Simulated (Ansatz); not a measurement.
**AlSiSnH₇: basis-set convergence**

Aim: see how fast density functionals converge with the basis set for AlSiSnH₇.

Computed with Ansatz 0.2.0, Gaussian basis. Level: one geometry, several basis sets.

The runs, in order: PBE0-D4/def2-SVP; ωB97M-V/def2-SVP; PBE0-D4/def2-QZVPP; ωB97M-V/def2-QZVPP; the functionals' def2-TZVPP values are taken from earlier runs.

## (1) The relaxed structure

An earlier PBE0-D4 in a triple-zeta def2 set relaxation fixed the geometry. Sn takes the def2 core potential; no spin-orbit term is included.

SMILES `[SiH3][AlH][SnH3]`, 10 atoms, charge 0, spin multiplicity 1.

Atoms are counted from 1 here; the program's logs count them from 0.

Bond lengths: Si1–Al2 2.456 Å, Si1–H4 1.492 Å, Si1–H5 1.489 Å, Si1–H6 1.492 Å, Al2–Sn3 2.662 Å, Al2–H7 1.590 Å, Sn3–H8 1.713 Å, Sn3–H9 1.712 Å, Sn3–H10 1.713 Å. Angles: Al2–Si1–H4 109.8°, Al2–Si1–H5 114.3°, Al2–Si1–H6 109.8°, H4–Si1–H5 107.9°, H4–Si1–H6 106.9°, H5–Si1–H6 107.8°, Si1–Al2–Sn3 119.8°, Si1–Al2–H7 121.6°, Sn3–Al2–H7 118.6°, Al2–Sn3–H8 112.0°, Al2–Sn3–H9 113.4°, Al2–Sn3–H10 111.9°, H8–Sn3–H9 106.4°, H8–Sn3–H10 106.2°, H9–Sn3–H10 106.4°.

## (2) PBE0-D4 in def2-SVP

Contents of in.yaml:

```yaml
crystal:
  periodic: [false, false, false]
  atoms:
    - {symbol: Si, position_ang: [-1.727607, 1.016859, -0.987444]}
    - {symbol: Al, position_ang: [0.630941, 0.366064, -0.771792]}
    - {symbol: Sn, position_ang: [1.403794, -1.143735, 1.279557]}
    - {symbol: H, position_ang: [-2.584512, -0.202661, -1.056026]}
    - {symbol: H, position_ang: [-2.025795, 1.852509, -2.183846]}
    - {symbol: H, position_ang: [-2.154543, 1.780133, 0.221460]}
    - {symbol: H, position_ang: [1.723199, 0.824470, -1.833143]}
    - {symbol: H, position_ang: [2.607999, -0.374345, 2.224606]}
    - {symbol: H, position_ang: [0.128429, -1.541490, 2.349762]}
    - {symbol: H, position_ang: [2.081396, -2.629005, 0.759769]}
basis:
  gaussian: {orbitals: def2-SVP}
hamiltonian: {xc: pbe0, dispersion: d4}
output: {orbitals: {seedname: orbitals}}
```

The run is started by

```console
$ ansatz run in.yaml --threads 2 --pin off --events-out ev --progress --plain --max-ram 4352MiB
```

Further steps of the session: ωB97M-V in def2-SVP; PBE0-D4 in def2-QZVPP; ωB97M-V in def2-QZVPP.

Before running them: what should the planned runs give, taken together? Wanted: PBE0-D4: double and triple zeta above quadruple; ωB97M-V: double and triple zeta above quadruple.

As calculated:

| quantity | value |
| --- | --- |
| PBE0-D4: double and triple zeta above quadruple | 5.86, 0.51 eV |
| ωB97M-V: double and triple zeta above quadruple | 5.96, 0.51 eV |

**Reading.** PBE0-D4 gains 5.35 eV from double to triple zeta, then 0.51 eV more. Total energies overstate the basis error of differences, where much of it tends to cancel.
